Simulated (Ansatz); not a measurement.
# C₂H₆BFN₂: up Jacob's ladder to CCSD(T)

An exercise on one series of results from a longer session: the logs are not shown, and one member is left open.

Method: functionals in def2-TZVPP, the program's frozen cores in correlated methods; program: Ansatz 0.2.0, Gaussian basis.

Levels to be run: PBE-D4, r2SCAN-D4, PBE0-D4, B3LYP-D4, ωB97X-V, ωB97M-V, B2PLYP; CCSD(T)/def2-TZVPP; MP2/def2-QZVPP; extrapolation to the limit.

## The geometry

All runs share one geometry, relaxed beforehand with PBE0-D4 in a triple-zeta def2 set.

12 atoms, charge 0, spin multiplicity 1.

Atoms are counted from 1 here; the program's logs count them from 0.

Bond lengths: N1–C2 1.263 Å, N1–H7 1.019 Å, C2–C3 1.509 Å, C2–H8 1.101 Å, C3–N4 1.448 Å, C3–B5 1.573 Å, C3–H9 1.099 Å, N4–H10 1.011 Å, N4–H11 1.010 Å, B5–F6 1.323 Å, B5–H12 1.196 Å. Angles: C2–N1–H7 111.2°, N1–C2–C3 122.4°, N1–C2–H8 123.6°, C3–C2–H8 114.0°, C2–C3–N4 114.6°, C2–C3–B5 107.2°, C2–C3–H9 105.8°, N4–C3–B5 113.1°, N4–C3–H9 110.4°, B5–C3–H9 105.1°, C3–N4–H10 112.4°, C3–N4–H11 112.7°, H10–N4–H11 109.0°, C3–B5–F6 119.2°, C3–B5–H12 122.8°, F6–B5–H12 117.9°.

The first run:

Contents of in.yaml:

```yaml
crystal:
  periodic: [false, false, false]
  atoms:
    - {symbol: N, position_ang: [-1.941375, 0.357505, 0.890382]}
    - {symbol: C, position_ang: [-0.831786, -0.211187, 0.688935]}
    - {symbol: C, position_ang: [0.015906, 0.076767, -0.526124]}
    - {symbol: N, position_ang: [0.650154, -1.088095, -1.107392]}
    - {symbol: B, position_ang: [1.039703, 1.200616, -0.123661]}
    - {symbol: F, position_ang: [2.329714, 0.910026, -0.070048]}
    - {symbol: H, position_ang: [-2.365943, 0.038717, 1.760024]}
    - {symbol: H, position_ang: [-0.399590, -0.962607, 1.367933]}
    - {symbol: H, position_ang: [-0.657312, 0.550497, -1.254763]}
    - {symbol: H, position_ang: [0.033734, -1.888584, -1.137067]}
    - {symbol: H, position_ang: [1.501879, -1.346752, -0.629402]}
    - {symbol: H, position_ang: [0.702016, 2.307898, 0.175282]}
basis:
  gaussian: {orbitals: def2-TZVPP}
hamiltonian: {xc: pbe, dispersion: d4}
output: {forces: true, orbitals: {seedname: orbitals}}
```

Launch:

```bash
> ansatz run in.yaml --threads 4 --pin off --events-out ev --progress --plain --max-ram 10444MiB
```

Among the steps run: PBE-D4 (GGA); r2SCAN-D4 (meta-GGA); PBE0-D4 (hybrid); B3LYP-D4 (hybrid); ωB97X-V (range-separated); ωB97M-V (range-separated); B2PLYP (double hybrid); CCSD(T) in def2-TZVPP; MP2 in def2-QZVPP.

One table of the session follows, with a row left open; its other results are not shown here.

```
            method  atomisation energy (eV)
            PBE-D4                   50.956
         r2SCAN-D4                   49.327
           PBE0-D4                        ?
          B3LYP-D4                   49.552
           ωB97X-V                   49.472
           ωB97M-V                   49.581
            B2PLYP                   48.951
     HF/def2-TZVPP                   34.644
    MP2/def2-TZVPP                   48.866
   CCSD/def2-TZVPP                   46.908
CCSD(T)/def2-TZVPP                   47.763
           MP2/CBS                   50.252
       CCSD(T)/CBS                   49.149
```

Q: Estimate the row for PBE0-D4 from the others.

As computed: atomisation energy (eV): 49.642. In the column «atomisation energy (eV)» it lies between ωB97M-V (49.581) and MP2/CBS (50.252).
